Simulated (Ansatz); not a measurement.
# LaN: a single-point run

Aim: a sound single-point run of LaN. The structure is shown as the input types it. The cell is built on a prototype (CsCl type) and needn't be the phase found in nature.

Program: Ansatz 0.2.0. Level of theory: density functional or hybrid calculation with the settings of its input, plane waves (as first typed). These are calculated values, not measurements.

4 further runs of the same task are left out: 4 that didn't finish.

### Step 1. The structure to begin with

Symmetry: Pm-3m, No. 221, cubic system. Conventional cell: a = 3.166 Å, b = 3.166 Å, c = 3.166 Å, α = 90.00°, β = 90.00°, γ = 90.00°. La (site symmetry m-3m) is surrounded by 8 N at 2.74 Å. N (site symmetry m-3m) has 8 La at 2.74 Å as nearest neighbours.

As a file:

```
CELL_PARAMETERS angstrom
3.16612 0.00000 0.00000
0.00000 3.16612 0.00000
0.00000 0.00000 3.16612
ATOMIC_POSITIONS crystal
La 0.00000 0.00000 0.00000
N 0.50000 0.50000 0.50000
```

### Step 2. The calculation

Input file input.yaml:

```yaml
crystal:
  lattice:
    - [3.1661152582, 0.0, 0.0]
    - [0.0, 3.1661152582, 0.0]
    - [0.0, 0.0, 3.1661152582]
  atoms:
    - { symbol: La, position: [0.0, 0.0, 0.0] }
    - { symbol: "N", position: [0.5, 0.5, 0.5] }
kpoints:
  mp_grid: { grid: [6, 6, 6] }
hamiltonian:
  xc: r2scan
scf:
  occupations: { method: fermi_dirac, width: 0.02 }
  n_extra_bands: 4
  mixing: { beta: -0.3 }
  max_iter: 60
output:
  forces: true
  stress: true
  eigenvalues: true
```

On the command line:

```console
ansatz run input.yaml --threads 4 --pin off --max-ram 3686MiB --backend cpu --events-out ev --progress --plain --runs-dir out
```

Q: Will this input give a usable result? If not, why, and what should change?

The program refused the input before any cycle. Its message: «invalid value for `scf.mixing.beta`: must be finite and in (0, 1]; got -0.3»

In the input, scf.mixing.beta is -0.3. A value lies outside the range that the key allows.

Fix: delete scf.mixing.beta (the default then holds).
